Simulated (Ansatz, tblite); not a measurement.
## A script for MgS (GFN1-xTB)

These are simulated results from tblite 0.8.0, not measurements. The cell began as a measured structure and was relaxed with r2SCAN in plane waves (Ansatz 0.2.0). All runs are without spin polarisation.

It is cubic, Fm-3m (No. 225); a = 5.203 Å in the conventional setting, 17.61 Å³ an atom. Around Mg lie 6 S at 2.60 Å; around S lie 6 Mg at 2.60 Å.

tblite solves periodic systems at the zone centre alone, so the script builds a cluster of 2×2×2 conventional cells (64 atoms), which folds in a coarse mesh of k points.

run.py reads:

```python
import json
from ase import Atoms
from ase.build import make_supercell
from ase.units import Bohr, GPa, Hartree
from tblite.interface import Calculator

atoms = Atoms(['Mg', 'S'],
              cell=[[0.0, 2.60151774, 2.60151774], [2.60151774, 0.0, 2.60151774], [2.60151774, 2.60151774, 0.0]],
              scaled_positions=[[0.0, 0.0, 0.0], [0.5, 0.5, 0.5]],
              pbc=True)
cluster = make_supercell(atoms, [[-2, 2, 2], [2, -2, 2], [2, 2, -2]])
calc = Calculator('GFN1-xTB', cluster.numbers, cluster.positions / Bohr, lattice=cluster.cell[:] / Bohr, periodic=cluster.pbc)
calc.set('temperature', 0.02 / Hartree)
calc.set('max-iter', 150)
res = calc.singlepoint()
levels = res.get('orbital-energies') * Hartree
nv = round(res.get('orbital-occupations').sum() / 2)
cells = len(cluster) // len(atoms)
out = {'energy_per_cell': res.get('energy') * Hartree / cells, 'homo': levels[nv - 1], 'lumo': levels[nv],
       'stress': (-res.get('virial') * Hartree / cluster.get_volume() / GPa).tolist(), 'charges': res.get('charges')[:len(atoms)].tolist(), 'electrons': 2 * nv / cells}
json.dump(out, open('results.json', 'w'))
for key, value in out.items():
    print(key, value)
```

Command: `python run.py`. It took 4.5 s on 1 thread of Arm Neoverse V1 (shared host), peak memory 0.12 GiB.

What it printed:

```
------------------------------------------------------------
  cycle        total energy    energy error   density error
------------------------------------------------------------
      1     -141.1121197603  -1.4070299E+02   9.6399211E-01
      2     -144.3187909181  -3.2066712E+00   2.8337216E-01
      3     -144.4873733392  -1.6858242E-01   3.2374630E-01
      4     -144.3478006269   1.3957271E-01   2.1751868E-01
      5     -144.6955657087  -3.4776508E-01   9.2446178E-02
      6     -144.6775252741   1.8040435E-02   9.4815531E-02
      7     -144.7224958432  -4.4970569E-02   7.3569779E-02
      8     -144.7767709268  -5.4275084E-02   7.5124006E-03
      9     -144.7740208623   2.7500645E-03   1.7340786E-02
     10     -144.7752421126  -1.2212503E-03   1.4115227E-02
     11     -144.7771027159  -1.8606033E-03   5.3115072E-03
     12     -144.7771324504  -2.9734528E-05   5.0641124E-03
     13     -144.7773888317  -2.5638131E-04   1.4792353E-03
     14     -144.7774127008  -2.3869100E-05   1.0394355E-04
     15     -144.7774055308   7.1700118E-06   8.1666454E-04
     16     -144.7774106970  -5.1661326E-06   4.4235188E-04
     17     -144.7774110786  -3.8162466E-07   4.0178094E-04
     18     -144.7774128311  -1.7525476E-06   3.5631443E-05
     19     -144.7774128391  -7.9959648E-09   2.2810949E-05
     20     -144.7774128187   2.0420998E-08   4.9521437E-05
     21     -144.7774128393  -2.0579819E-08   2.3789253E-05
     22     -144.7774128452  -5.8727210E-09   5.2006890E-06
------------------------------------------------------------

 total:                                   3.855 sec
energy_per_cell -123.11231464183224
homo -10.775825213568863
lumo -10.759282258575302
stress [[-0.4856211727545993, 2.8169667030553096e-13, 3.0405655144865785e-14], [2.816956021906484e-13, -0.4856211727545384, 2.748233904122816e-13], [3.038106056714718e-14, 2.7472932542579404e-13, -0.48562117275442124]]
charges [0.4222130290770715, -0.4222126906867088]
electrons 8.0
```

The cycle table is in hartree for the whole cluster, and the lines after it are in eV (the energy for one cell). The printed stress is in GPa and positive in compression, and the pressure is its mean diagonal.

GFN1-xTB gives a level spacing of 0.02 eV, too small to call a gap. On the same cell, plane-wave PBE (Ansatz, 8×8×8 k points and the special points) gives a gap of 2.79 eV and r2SCAN a gap of 3.46 eV; on shared hosts these took about 1.3 and 2.9 core-seconds on the 2-atom cell, against 4.5 for the script. Semilocal gaps usually lie below measured ones. This method closes a gap that PBE finds, a failure in kind.

The same script was run on cells scaled at fixed shape and fractional coordinates:

```
volume (Å³/atom)  energy (meV/atom)  pressure (GPa, positive in compression)  gap (eV)
           15.49               53.0                                     9.81      0.04
           16.55                9.8                                     3.70      0.00
           17.61                0.0                                    -0.49      0.02
           18.66               14.0                                    -3.61      0.00
           19.72               46.0                                    -5.99      0.01
```

A Birch-Murnaghan fit puts the minimum at 17.46 Å³/atom, 0.8 % below the given cell, with a bulk modulus of 62.7 GPa at fixed shape.

xTB was fitted mostly to molecules, and a small cluster samples few k points, so gaps, pressures and kinks along a curve can be far from a solid's.
